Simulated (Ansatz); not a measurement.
# HfC (rocksalt type): how the settings move a relaxation

Question: which choices in the input matter for HfC (rocksalt type)?

Computed with Ansatz 0.2.0 (reference: DFT, LDA, PAW with Ansatz's default frozen-core files, scalar-relativistic, unless a step's input says otherwise).

**1. The structure to begin with**

The structure is cubic, space group Fm-3m (No. 225). Conventional cell: a = 4.317 Å, b = 4.317 Å, c = 4.317 Å, α = 90.00°, β = 90.00°, γ = 90.00°. Around Hf (site symmetry m-3m) lie 6 C at 2.16 Å. C (site symmetry m-3m) has 6 Hf at 2.16 Å as nearest neighbours.

Coordinates:

```
CELL_PARAMETERS angstrom
0.00000 2.15860 2.15860
2.15860 0.00000 2.15860
2.15860 2.15860 0.00000
ATOMIC_POSITIONS crystal
Hf 0.00000 0.00000 0.00000
C 0.50000 0.50000 0.50000
```

**2. The reference run**

Contents of input.yaml:

```yaml
crystal:
  lattice:
    - [0.0, 2.1586006647, 2.1586006647]
    - [2.1586006647, 0.0, 2.1586006647]
    - [2.1586006647, 2.1586006647, 0.0]
  atoms:
    - { symbol: Hf, position: [0.0, 0.0, 0.0] }
    - { symbol: C, position: [0.5, 0.5, 0.5] }
kpoints:
  mp_grid: { grid: [17, 17, 17] }
scf:
  occupations: { method: fermi_dirac, width: 0.08 }
hamiltonian:
  xc: lda
  pseudopotentials: { kind: paw }
output:
  forces: true
  stress: true
  write_density: true
  write_potential: true
  elf: true
  volumetric_format: npy
relax:
  f_tol: 0.005
  max_steps: 40
  cell: {}
```

Run with:

```
> ansatz run input.yaml --threads 1 --pin off --max-ram 2048MiB --backend cpu --events-out ev --progress --plain --runs-dir out
```

**3. Changed: eigensolver.kind davidson**

input.yaml, as its differences from that of step 2:

```diff
@@ -12,2 +12,3 @@
   occupations: { method: fermi_dirac, width: 0.08 }
+  eigensolver: { kind: davidson }
 hamiltonian:
@@ -18,6 +19,2 @@
   stress: true
-  write_density: true
-  write_potential: true
-  elf: true
-  volumetric_format: npy
 relax:
```

Q: Predict the outcome of this session. Wanted: for each run, ending; energy change; pressure; gap; force.

**Answer**, as computed:

```
                         run     ending  energy change  pressure (GPa)  gap (eV)  force (eV/Å)  cycles  time
                   reference  converged              0             0.0      0.00          0.00      48  23 s
1: eigensolver.kind davidson  converged   0.0 meV/atom             0.0      0.00          0.00      49  40 s
```

Times don't compare one to one where runs were asked for different outputs or read a saved state (see the inputs); cycles may leave out searches for a lower state.

What this shows: Same state: the changed solver leaves the energy within 0.5 meV/atom.
